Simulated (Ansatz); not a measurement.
# SrMg: a trigonal deformation path

The task here is to estimate one member of a computed series from the others.

Computed with Ansatz 0.2.0 (DFT LDA, scalar-relativistic, plane waves, PAW, unless a step's input says otherwise).

**The starting structure**

Symmetry: Fm-3m, No. 225, cubic system. Conventional cell: a = 6.999 Å, b = 6.999 Å, c = 6.999 Å, α = 90.00°, β = 90.00°, γ = 90.00°. Sr (site symmetry m-3m) is surrounded by 6 Mg at 3.50 Å. Around Mg (site symmetry m-3m) lie 6 Sr at 3.50 Å.

Coordinates:

```xyz
2
Lattice="0.0000 3.4995 3.4995 3.4995 0.0000 3.4995 3.4995 3.4995 0.0000" Properties=species:S:1:pos:R:3 pbc="T T T"
Sr    3.4995    3.4995    3.4995
Mg    0.0000    0.0000    0.0000
```

Source of the structure: the Materials Project (structure only).

Set-up of the first run:

File input.yaml:

```yaml
crystal:
  lattice:
    - [0.0, 3.499514, 3.499514]
    - [3.499514, 0.0, 3.499514]
    - [3.499514, 3.499514, 0.0]
  atoms:
    - { symbol: Sr, position: [0.5, 0.5, 0.5] }
    - { symbol: Mg, position: [0.0, 0.0, 0.0] }
basis:
  ecutwfc: 420
kpoints:
  mp_grid: { grid: [4, 4, 4] }
hamiltonian:
  xc: lda
scf:
  occupations: { method: gaussian, width: 0.1 }
output:
  forces: true
  stress: true
  eigenvalues: true
```

Among the steps run: Quick check of gap, pressure and forces; Zero of the scan; ρ = 0.500; ρ = 2.000; ρ = 0.710; ρ = 1.410; Point ρ = 0.600.

One of the session's tables, all rows but one given; the rest of the session is left out.

It belongs to the step «The scan collected». Collected from the runs (energy zero: the undisturbed cell):

| ρ | ΔE (meV/atom) | pressure (GPa) |
| --- | --- | --- |
| 0.500 | -194.4 | -3.5 |
| 0.600 | -143.9 | -3.0 |
| 0.710 | -63.6 | -2.0 |
| 1.000 | 0.0 | -1.2 |
| 1.410 | ? | ? |
| 2.000 | -26.0 | -2.6 |

Estimate the missing values for ρ = 1.410.

Worked estimate for «ΔE (meV/atom)». A straight line through the neighbours (1.000, 0.0) and (2.000, -26.0) gives 0.0 + (-26.0 − 0.0) × (1.410 − 1.000) / (2.000 − 1.000) = -10.7; a parabola fitted to 3 rows on both sides gives 35.3.

As computed: ΔE (meV/atom): -48.3; pressure (GPa): -1.7. In «ΔE (meV/atom)» the line misses by +37.6 and the parabola by +83.6. Between these rows the values bend or scatter more than so simple an estimate can follow.
